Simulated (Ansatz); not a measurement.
**C3H4O2Si: how energies converge with the basis set**

Aim: see how fast density functionals converge with the basis set for C3H4O2Si.

Program: Ansatz 0.2.0, Gaussian basis. Level of theory: one geometry, several basis sets. These are calculated values, not measurements.

Levels to be run: PBE0-D4/def2-SVP; ωB97M-V/def2-SVP; PBE0-D4/def2-QZVPP; ωB97M-V/def2-QZVPP; the functionals' def2-TZVPP values are taken from earlier runs.

## (1) The geometry

The geometry comes from an earlier relaxation with PBE0-D4 in a triple-zeta def2 set; it is a stationary point, not always the lowest conformer.

SMILES `C#C[SiH2]C(=O)O`, 10 atoms, charge 0, spin multiplicity 1.

Atoms are counted from 1 here; the program's logs count them from 0.

Bond lengths: C1–C2 1.206 Å, C1–H7 1.066 Å, C2–Si3 1.816 Å, Si3–C4 1.921 Å, Si3–H8 1.480 Å, Si3–H9 1.480 Å, C4–O5 1.203 Å, C4–O6 1.340 Å, O6–H10 0.972 Å. Angles: C2–C1–H7 179.9°, C1–C2–Si3 179.8°, C2–Si3–C4 112.6°, C2–Si3–H8 110.5°, C2–Si3–H9 110.5°, C4–Si3–H8 106.2°, C4–Si3–H9 106.2°, H8–Si3–H9 110.8°, Si3–C4–O5 120.7°, Si3–C4–O6 116.4°, O5–C4–O6 123.0°, C4–O6–H10 107.0°.

## (2) PBE0-D4 in def2-SVP

Input file in.yaml:

```yaml
crystal:
  periodic: [false, false, false]
  atoms:
    - {symbol: C, position_ang: [0.655148, -2.470328, -0.794577]}
    - {symbol: C, position_ang: [0.214887, -1.569699, -0.124926]}
    - {symbol: Si, position_ang: [-0.447354, -0.209716, 0.879975]}
    - {symbol: C, position_ang: [-0.164758, 1.509530, 0.071906]}
    - {symbol: O, position_ang: [-0.547057, 2.512657, 0.614580]}
    - {symbol: O, position_ang: [0.470852, 1.515102, -1.107263]}
    - {symbol: H, position_ang: [1.045648, -3.264997, -1.388543]}
    - {symbol: H, position_ang: [-1.910984, -0.353094, 1.044400]}
    - {symbol: H, position_ang: [0.226770, -0.163203, 2.196491]}
    - {symbol: H, position_ang: [0.540147, 2.442347, -1.389143]}
basis:
  gaussian: {orbitals: def2-SVP}
hamiltonian: {xc: pbe0, dispersion: d4}
output: {orbitals: {seedname: orbitals}}
```

The run is started by

```
$ ansatz run in.yaml --threads 4 --pin off --events-out ev --progress --plain --max-ram 10444MiB
```

After this run come: ωB97M-V in def2-SVP; PBE0-D4 in def2-QZVPP; ωB97M-V in def2-QZVPP.

**Question.** What will the summary of the whole plan be? Wanted: PBE0-D4: double and triple zeta above quadruple; ωB97M-V: double and triple zeta above quadruple.

The runs gave:

```
                                       quantity           value
PBE0-D4: double and triple zeta above quadruple  11.90, 0.65 eV
ωB97M-V: double and triple zeta above quadruple  12.13, 0.61 eV
```

What this shows: For PBE0-D4 the step from double to triple zeta gains 11.25 eV and the next only 0.65 eV. Total energies overstate the basis error of differences, where much of it tends to cancel.
